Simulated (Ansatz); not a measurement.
**KP2Ru2: further runs on the relaxed cell**

One table from this session's results is given with a row withheld; the runs are named, their logs left out.

Computed with Ansatz 0.2.0 (DFT PBEsol, scalar-relativistic, plane waves, PAW, unless a step's input says otherwise).

1 further run of the same task is left out (set aside as unsound or not needed). Runs told in other sessions of the task aren't counted.

### The structure to begin with

Symmetry: I4/mmm, No. 139, tetragonal system. Conventional cell: a = 4.001 Å, b = 4.001 Å, c = 12.184 Å, α = 90.00°, β = 90.00°, γ = 90.00°. Around K (site symmetry 4/mmm) lie 8 P at 3.42 Å and 8 Ru at 3.64 Å. P (site symmetry 4mm) has 4 Ru at 2.29 Å and 4 K at 3.42 Å in its first shell of neighbours. Ru (site symmetry -4m2) is surrounded by 4 P at 2.29 Å.

Coordinates:

```cif
data_structure
_symmetry_space_group_name_H-M 'I4/mmm'
_symmetry_Int_Tables_number 139
_cell_length_a 4.0014
_cell_length_b 4.0014
_cell_length_c 12.1837
_cell_angle_alpha 90.000
_cell_angle_beta 90.000
_cell_angle_gamma 90.000
_cell_volume 195.08
loop_
_atom_site_label
_atom_site_type_symbol
_atom_site_symmetry_multiplicity
_atom_site_Wyckoff_symbol
_atom_site_fract_x
_atom_site_fract_y
_atom_site_fract_z
_atom_site_occupancy
K1 K 2 a 0.00000 0.00000 0.00000 1
P1 P 4 e 0.00000 0.00000 0.34188 1
Ru1 Ru 4 d 0.00000 0.50000 0.25000 1
```

It goes back to an entry of the Materials Project.

This cell was relaxed beforehand with the same method: volume 19.51 Å³/atom, gap on the mesh none (metal).

The first run:

The input, input.yaml:

```yaml
crystal:
  lattice:
    - [-1.9804970272, 1.9804970272, 6.0303059855]
    - [1.9804970272, -1.9804970272, 6.0303059855]
    - [1.9804970272, 1.9804970272, -6.0303059855]
  atoms:
    - { symbol: K, position: [0.0, 0.0, 0.0] }
    - { symbol: P, position: [0.3418783853, 0.3418783853, 0.0] }
    - { symbol: P, position: [0.6581216147, 0.6581216147, 0.0] }
    - { symbol: Ru, position: [0.75, 0.25, 0.5] }
    - { symbol: Ru, position: [0.25, 0.75, 0.5] }
basis:
  ecutwfc: 420
kpoints:
  mp_grid: { grid: [12, 12, 12] }
hamiltonian:
  xc: pbesol
scf:
  occupations: { method: gaussian, width: 0.1 }
output:
  forces: true
  stress: true
  eigenvalues: true
relax:
  adjacent_minimum: "off"
  f_tol: 0.01
  max_steps: 30
  cell: { stress_tol: 0.1, fix: [volume] }
```

On the command line:

```console
$ ansatz run input.yaml --threads 2 --pin off --max-ram 5120MiB --backend cpu --events-out ev --progress --plain --runs-dir out
```

Among the steps run: The cell scaled to 0.97 of its volume; The cell scaled to 1.03 of its volume; Point at V/V0 = 0.94; Volume × 1.06; The cell scaled to 0.91 of its volume; Point at V/V0 = 1.10; Point at V/V0 = 0.88.

One of the session's tables, all rows but one given; the rest of the session is left out.

It belongs to the step «Fit of the equation of state». 

| volume (Å³/atom) | energy above the lowest point (meV/atom) | pressure (GPa) |
| --- | --- | --- |
| 17.167 | 38.2 | 5.55 |
| 17.752 | 20.6 | 4.04 |
| 18.337 | 8.7 | 2.56 |
| 18.922 | ? | ? |
| 19.508 | 0.0 | 0.00 |
| 20.093 | 2.0 | -1.02 |
| 20.678 | 7.5 | -1.96 |
| 21.458 | 19.9 | -3.03 |

Estimate the missing values for volume (Å³/atom) = 18.922.

Worked estimate for «energy above the lowest point (meV/atom)». A straight line through the neighbours (18.337, 8.7) and (19.508, 0.0) gives 8.7 + (0.0 − 8.7) × (18.922 − 18.337) / (19.508 − 18.337) = 4.4; a parabola fitted to 4 rows on both sides gives 2.0.

**Answer.** energy above the lowest point (meV/atom): 2.0; pressure (GPa): 1.18. In «energy above the lowest point (meV/atom)» the line misses by +2.4 and the parabola by 0.0.
